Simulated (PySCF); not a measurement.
# C6H5ClSe: reorganisation energies

Wanted: reorganisation energies for C6H5ClSe (`C=C1C=C[Se]C(Cl)=C1`).

Programs: PySCF 2.14.0, with routines of our own; each step states its level. All values are computed. Atoms count from 0.

### Step 1. The system as given

13 atoms, charge 0, multiplicity 1; geometry from: GFN2-xTB.

### Step 2. Optimising the geometry at PBE/def2-SV(P)

What the job is given:

```
{"job": {"xc": "PBE", "basis": "def2-SV(P)", "grid": 1, "kind": "geom"}, "charge": 0, "multiplicity": 1}
C     -1.984488     0.331074     0.447104
C     -0.695685     0.089452     0.147573
C     -0.281833    -1.225457    -0.305097
C      0.952698    -1.611523    -0.632069
Se     2.489897    -0.521646    -0.584594
C      1.598311     1.035857     0.014314
Cl     2.671325     2.371135     0.205111
C      0.292924     1.143851     0.274135
H     -2.734041    -0.435620     0.362088
H     -2.315706     1.297304     0.783763
H     -1.077171    -1.956881    -0.379399
H      1.160152    -2.619145    -0.961728
H     -0.080771     2.102086     0.611072
```

Launch:

```sh
$ OMP_NUM_THREADS=1 python excited_run.py task.json out
```

This one command runs all jobs of the session in turn.

The program printed:

```text
step   0  E = -3091.88593477  max force = 0.018073
step   1  E = -3091.89024390  max force = 0.003288
step   2  E = -3091.89028859  max force = 0.001285
step   3  E = -3091.89030488  max force = 0.000589
step   4  E = -3091.89030612  max force = 0.000224
optimisation converged
```

Wall time 65 s (1 thread of Arm Neoverse V2, shared host); peak memory 0.66 GiB.

The steps of the relaxation:

```tsv
step	energy from step 0 (eV)	largest force component (eV/Å)
0	0.0000	0.9294
1	-0.1173	0.1691
2	-0.1185	0.0661
3	-0.1189	0.0303
4	-0.1190	0.0115
```

Distances of close pairs at the start and the end, largest changes first:

```tsv
bond	before (Å)	after (Å)	change (Å)
C0–H9	1.075	1.103	+0.028
C0–H8	1.076	1.103	+0.027
C0–C1	1.345	1.370	+0.025
C3–H11	1.080	1.103	+0.023
C5–C7	1.335	1.358	+0.022
C2–C3	1.334	1.356	+0.022
C2–H10	1.083	1.105	+0.022
C7–H12	1.082	1.104	+0.022
```

The end geometry stands in the next job.

```tsv
at the end point	value
point group (found at 0.08 Å tolerance)	Cs
rotational constants (GHz, main isotopes)	1.582, 1.077, 0.641
dipole moment (D)	1.11
```

### Step 3. Relaxation after adding or removing an electron (C₆H₅ClSe+ (doublet)): UKS PBE/def2-SV(P)

What the job is given:

```
{"job": {"kind": "ionopt", "ions": [1], "xc": "PBE", "basis": "def2-SV(P)", "grid": 1}, "charge": 1, "multiplicity": 2}
C     -0.999196     1.656947     0.917066
C      0.312770     1.408629     0.611564
C      0.738047     0.083765     0.154291
C      1.993997    -0.302998    -0.180794
Se     3.537469     0.797666    -0.135520
C      2.642527     2.365709     0.471556
Cl     3.722888     3.717494     0.664183
C      1.314850     2.469474     0.736268
H     -1.763247     0.866585     0.826055
H     -1.329218     2.651463     1.261593
H     -0.057402    -0.679211     0.074733
H      2.209861    -1.331226    -0.516156
H      0.954764     3.454663     1.080879
```

With the program's defaults for keys left out, this is: UKS PBE/def2-SV(P) geometry optimisation of the ion from the geometry of its parent, gas phase.

The program printed:

```text
step       E/Eh        max force   <S^2>
  0   -3091.62198787   0.053519   0.7593
  1   -3091.62556941   0.006369   0.7597
  2   -3091.62675232   0.002450   0.7596
  3   -3091.62701734   0.001628   0.7596
  4   -3091.62709206   0.000524   0.7596
  5   -3091.62710261   0.000186   0.7596
optimisation converged
```

It took 2.4 min on 1 thread of Arm Neoverse V2, shared host; peak memory 0.7 GiB.

Key values:

```tsv
quantity	value
geometry moved (RMSD)	0.024 Å
⟨S²⟩	0.760
```

Bonds of the start that changed most:

```tsv
bond	start (Å)	end (Å)
C3–Se4	1.896	1.861
C0–C1	1.370	1.405
C5–Cl6	1.741	1.707
C5–C7	1.358	1.384
C7–C1	1.465	1.439
Se4–C5	1.905	1.881
```

Mulliken spin populations:

C0 0.61; C1 -0.09; C2 0.12; C3 0.00; Se4 0.26; C5 0.00; Cl6 0.01; C7 0.16; H8 -0.03; H9 -0.03; H10 -0.01; H11 0.00; H12 -0.01

The fields below are evaluated on a grid from the run's orbitals.

ELF in a plane through or near 13 of the atoms.

Ten even steps from '0' (0.00) to '9' (1.00):
```
0000000000000000000000000000
0000000000000000000000000000
0000000000000000000000000000
0000024554000000000000000000
0001368887101995000000000000
0024762287118998106998100000
0046966555138996019999500000
0035887784672262039998100000
0000111357184296571265200000
0000023588532649492599960000
0012573115300373365999991000
0025873652533557610499970000
0024884126825861885001100000
0002466535552759999500000000
0000010005999405999600000000
0000000008999600154000000000
0000000007999400000000000000
0000000000111000000000000000
0000000000000000000000000000
0000000000000000000000000000
```
The map spans 10.9 Å across and 11.0 Å up, centred on the molecule. Atoms in the plane (x, y in Å): C0 (2.0, 0.6), C1 (0.7, 0.2), C2 (0.4, -1.3), C3 (-0.9, -1.8), Se4 (-2.5, -0.8), C5 (-1.7, 0.9), Cl6 (-2.9, 2.2), C7 (-0.4, 1.2), H8 (2.8, -0.2), H9 (2.3, 1.6), H10 (1.2, -2.0), H11 (-1.1, -2.9), H12 (-0.1, 2.2).

On the surface of density 0.002 e/bohr³ the electrostatic potential runs, from the 1st to the 99th percentile, from 3.37 V near Cl6 to 5.46 V near H11.

The spin density lies nearest to C0 37 %; Se4 21 %; C7 10 %; C2 7 %.

### Step 4. Relaxation after adding or removing an electron (C6H5ClSe− (doublet)): UKS PBE/def2-SV(P)

Settings changed since step 3:

```diff
@@ -1,2 +1,2 @@
-{"job": {"kind": "ionopt", "ions": [1], "xc": "PBE", "basis": "def2-SV(P)", "grid": 1}, "charge": 1, "multiplicity": 2}
+{"job": {"kind": "ionopt", "ions": [-1], "xc": "PBE", "basis": "def2-SV(P)", "grid": 1}, "charge": -1, "multiplicity": 2}
 C     -0.999196     1.656947     0.917066
```

With the program's defaults for keys left out, this is: UKS PBE/def2-SV(P) geometry optimisation of the ion from the geometry of its parent, gas phase.

The program printed:

```text
step       E/Eh        max force   <S^2>
  0   -3091.86457156   0.040727   0.7544
  1   -3091.87213061   0.008063   0.7549
  2   -3091.87273398   0.002869   0.7549
  3   -3091.87359927   0.008457   0.7556
  4   -3091.87432415   0.017526   0.7570
  5   -3091.87706087   0.013499   0.7572
  6   -3091.87848895   0.011515   0.7583
  7   -3091.88040239   0.007477   0.7581
  8   -3091.88157955   0.005361   0.7582
  9   -3091.88189883   0.004087   0.7583
 10   -3091.88197400   0.003522   0.7583
 11   -3091.88203261   0.002352   0.7584
 12   -3091.88209376   0.001119   0.7586
 13   -3091.88212370   0.001134   0.7587
 14   -3091.88215717   0.001034   0.7589
 15   -3091.88217924   0.000455   0.7591
 16   -3091.88218434   0.000243   0.7591
optimisation converged
```

Wall time 5.8 min (1 thread of Arm Neoverse V2, shared host); peak memory 0.71 GiB.

In short:

```tsv
quantity	value
geometry moved (RMSD)	0.658 Å
⟨S²⟩	0.759
```

Bonds of the start that changed most:

```tsv
bond	start (Å)	end (Å)
C5–Cl6	1.741	1.968
C0–C1	1.370	1.398
C5–C7	1.358	1.380
Se4–C5	1.905	1.926
C3–Se4	1.896	1.911
C2–C3	1.356	1.367
```

### Step 5. Reorganisation energies: UKS PBE/def2-SV(P)

Settings changed since step 4:

```diff
@@ -1,2 +1,2 @@
-{"job": {"kind": "ionopt", "ions": [-1], "xc": "PBE", "basis": "def2-SV(P)", "grid": 1}, "charge": -1, "multiplicity": 2}
+{"job": {"kind": "reorg", "ions": [1, -1], "xc": "PBE", "basis": "def2-SV(P)", "grid": 1}, "charge": 0, "multiplicity": 1}
 C     -0.999196     1.656947     0.917066
```

With the program's defaults for keys left out, this is: UKS PBE/def2-SV(P) four-point reorganisation energy, gas phase.

The program printed:

```text
final grid: 57088 points
cycle   1  E = -3091.8069244417  dE =  1.511e-02  |g| = 5.579e-01  |ddm| = 4.609e+00
cycle   2  E = -3091.3562161348  dE =  4.507e-01  |g| = 1.250e+00  |ddm| = 2.325e+00
cycle   3  E = -3091.8367123055  dE = -4.805e-01  |g| = 3.881e-01  |ddm| = 2.214e+00
cycle   4  E = -3091.8879534430  dE = -5.124e-02  |g| = 8.797e-02  |ddm| = 5.786e-01
cycle   5  E = -3091.8885419298  dE = -5.885e-04  |g| = 7.628e-02  |ddm| = 2.149e-01
cycle   6  E = -3091.8901132212  dE = -1.571e-03  |g| = 2.398e-02  |ddm| = 1.004e-01
cycle   7  E = -3091.8903017619  dE = -1.885e-04  |g| = 3.870e-03  |ddm| = 3.803e-02
cycle   8  E = -3091.8903058668  dE = -4.105e-06  |g| = 9.592e-04  |ddm| = 5.972e-03
cycle   9  E = -3091.8903060182  dE = -1.514e-07  |g| = 5.871e-04  |ddm| = 1.783e-03
cycle  10  E = -3091.8903061148  dE = -9.667e-08  |g| = 1.509e-04  |ddm| = 8.397e-04
cycle  11  E = -3091.8903061201  dE = -5.281e-09  |g| = 7.111e-05  |ddm| = 2.163e-04
cycle  12  E = -3091.8903061214  dE = -1.258e-09  |g| = 2.879e-05  |ddm| = 1.166e-04
cycle  13  E = -3091.8903061216  dE = -2.551e-10  |g| = 3.372e-06  |ddm| = 3.423e-05
converged SCF energy = -3091.8903061216

hole transfer: vertical 7.2606 eV, relaxation of the ion converged
  adiabatic 7.1621 eV, lambda(ion) 0.0984, lambda(parent) 0.1023, total 0.2008 eV

electron transfer: vertical -0.6392 eV, relaxation of the ion converged
  adiabatic -0.2210 eV, lambda(ion) 0.4182, lambda(parent) 1.0196, total 1.4379 eV
```

Wall time 14 s (1 thread of Arm Neoverse V2, shared host); peak memory 0.65 GiB.

### Step 6. What came out

```
                                                   quantity                                                       value
                                                point group                                                          Cs
                       rotational constants (main isotopes)                                        1.58, 1.08, 0.64 GHz
         geometry moved (RMSD) (step 3, UKS PBE/def2-SV(P))                                                     0.024 Å
         geometry moved (RMSD) (step 4, UKS PBE/def2-SV(P))                                                     0.658 Å
    hole reorganisation energy (step 5, UKS PBE/def2-SV(P))                                                   0.2008 eV
electron reorganisation energy (step 5, UKS PBE/def2-SV(P))  1.4379 eV (the anion is unbound at the neutral's geometry)
```

**Reading.** Relaxing lowered the energy by 0.119 eV in 4 steps; the close pair that moved most is C0–H9, from 1.075 to 1.103 Å. In step 3 (relaxation after adding or removing an electron), among the bonds C3–Se4 changes most, from 1.896 to 1.861 Å. The extra electron is unbound or barely bound here, so the anion's values hang on the basis. In step 4 (relaxation after adding or removing an electron), among the bonds C5–Cl6 changes most, from 1.741 to 1.968 Å. The atoms move far more than that, so angles or torsions carry the main change. Steps that list no spin-orbit terms leave them out, which matters at and beside the heavy atoms.
